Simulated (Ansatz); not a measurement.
# TaHO2 (singlet): wave-function methods side by side, def2-SVP

Aim: climb from Hartree-Fock through coupled cluster for TaHO2 (singlet) at one geometry and basis, and see what each rung misses.

Method: def2-SVP, core rule «outside noble gas», up to 6 orbitals frozen; program: Ansatz 0.2.0, Gaussian basis.

The runs, in order: UHF; CCSD(T) on RHF; CISD; CCSDT(Q) on RHF.

3 further runs of the same task are left out: 3 set aside as unsound or not needed. Runs told in other sessions of the task aren't counted.

### Step 1. What is computed

The geometry is a PBE0/def2-TZVP stationary point (not a proven minimum). No spin-orbit coupling is included. Elements past krypton take def2 core potentials.

4 atoms, charge 0, spin multiplicity 1.

Atoms are counted from 1 here; the program's logs count them from 0.

Bond lengths: Ta1–O2 1.722 Å, Ta1–O3 1.722 Å, Ta1–H4 1.779 Å. Angles: O2–Ta1–O3 105.8°, O2–Ta1–H4 101.4°, O3–Ta1–H4 101.4°.

### Step 2. UHF

in.yaml reads:

```yaml
crystal:
  periodic: [false, false, false]
  atoms:
    - {symbol: Ta, position_ang: [0.023968, -0.150867, 0.000000]}
    - {symbol: O, position_ang: [-0.085607, 0.881796, -1.373688]}
    - {symbol: O, position_ang: [-0.085607, 0.881798, 1.373686]}
    - {symbol: H, position_ang: [-1.585018, -0.910093, 0.000001]}
basis:
  gaussian: {orbitals: def2-SVP}
magnetization: {spin_polarized: true, initial_magnetization: 0}
hamiltonian: {xc: hf}
output: {orbitals: {seedname: orbitals}}
```

Started as:

```bash
$ ansatz run in.yaml --threads 1 --pin off --events-out ev --progress --plain --max-ram 2560MiB --backend cpu
```

The runs that follow: CCSD(T) on RHF; CISD; CCSDT(Q) on RHF.

Before running them: what should the planned runs give, taken together? Wanted: RCCSDT(Q) from the RHF energy; RMP2 from RCCSDT(Q); RCCSD from RCCSDT(Q); RCCSD(T) from RCCSDT(Q); T1 diagnostic.

As calculated:

| quantity | value |
| --- | --- |
| RCCSDT(Q) from the RHF energy | -15.6683 eV |
| RMP2 from RCCSDT(Q) | -4.3 kJ/mol |
| RCCSD from RCCSDT(Q) | +86.7 kJ/mol |
| RCCSD(T) from RCCSDT(Q) | +7.3 kJ/mol |
| levels within 1 kcal/mol (43 meV) | none |
| T1 diagnostic | 0.035 |

**Reading.** RCCSD(T) misses by +7.3 kJ/mol, 0.5 % of the correlation energy. These misses are within one basis, not against nature.
